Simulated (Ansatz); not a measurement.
# BrClSi: the cost of one run

Program: the Python package of Ansatz 0.2.0. Level of theory: PBE/def2-SVPD. These are calculated values, not measurements.

## 1. The system

Bond lengths: Cl1–Si2 2.065 Å, Si2–Br3 2.200 Å. Angles: Cl1–Si2–Br3 107.6°.

No structure file is read: the coordinates are typed or built in the script.

## 2. The script

dimer_brclsi.py

```python
"""Binding of a BrClSi dimer at a trial geometry."""

import logging
import sys

import ansatz as az
import numpy as np

logging.basicConfig(stream=sys.stdout, format="%(name)s: %(message)s")
logger = logging.getLogger("calc")
logger.setLevel(logging.INFO)

FIRST = [
    ("Cl", (0.7054, 1.5016, 0.5406)),
    ("Si", (-0.7067, 0.2876, -0.3525)),
    ("Br", (0.0012, -1.7892, -0.1882)),
]
SECOND = [
    ("Cl", (-1.843, -6.3665, 2.8081)),
    ("Si", (-1.7435, -6.9833, 0.8396)),
    ("Br", (-0.6334, -5.4508, -0.283)),
]

def energy(atoms, ghosts=()):
    molecule = az.Crystal.molecule()
    for symbol, xyz in atoms:
        molecule = molecule.atom(symbol, xyz)
    calc = (
        molecule.calculation()
        .basis(gaussian="def2-SVPD")
        .functional("PBE")
    )
    deck = calc.input()
    if ghosts:
        deck = deck.set(az.key.basis.gaussian.ghost_atoms, [{"symbol": s, "position_ang": list(xyz)} for s, xyz in ghosts])
    return az.Session.from_dict(deck).plan().execute().report["free_energy_ev"]


def main() -> None:
    # ghost atoms carry the functions of the partner
    direction = np.array([-0.2157, -0.9612, 0.172])
    logger.info("shift (A)   counterpoise-corrected interaction (kcal/mol)")
    for shift in (-0.3, 0.0, 0.4, 1.0, 2.0):
        moved = [(s, tuple(np.round(np.array(xyz) + shift * direction, 4))) for s, xyz in SECOND]
        gain = energy(FIRST + moved) - energy(FIRST, moved) - energy(moved, FIRST)
        logger.info(f"{shift:8.2f} {23.060548 * gain:14.3f}")


if __name__ == "__main__":
    main()
```

## 3. The input behind the calls

The engine receives this input (first run):

```yaml
crystal:
  periodic: [false, false, false]
  atoms:
    - { symbol: Cl, position_ang: [0.7054, 1.5016, 0.5406] }
    - { symbol: Si, position_ang: [-0.7067, 0.2876, -0.3525] }
    - { symbol: Br, position_ang: [0.0012, -1.7892, -0.1882] }
    - { symbol: Cl, position_ang: [-1.7783, -6.0781, 2.7565] }
    - { symbol: Si, position_ang: [-1.6788, -6.6949, 0.788] }
    - { symbol: Br, position_ang: [-0.5687, -5.1624, -0.3346] }
basis:
  gaussian:
    orbitals: def2-SVPD
hamiltonian:
  xc: pbe
```

## 4. The run

Command:

```console
python dimer_brclsi.py
```

Q: Estimate wall time and peak memory on 1 thread of Arm Neoverse V2, shared host.

About 1.7 min, with a peak of 0.38 GiB.
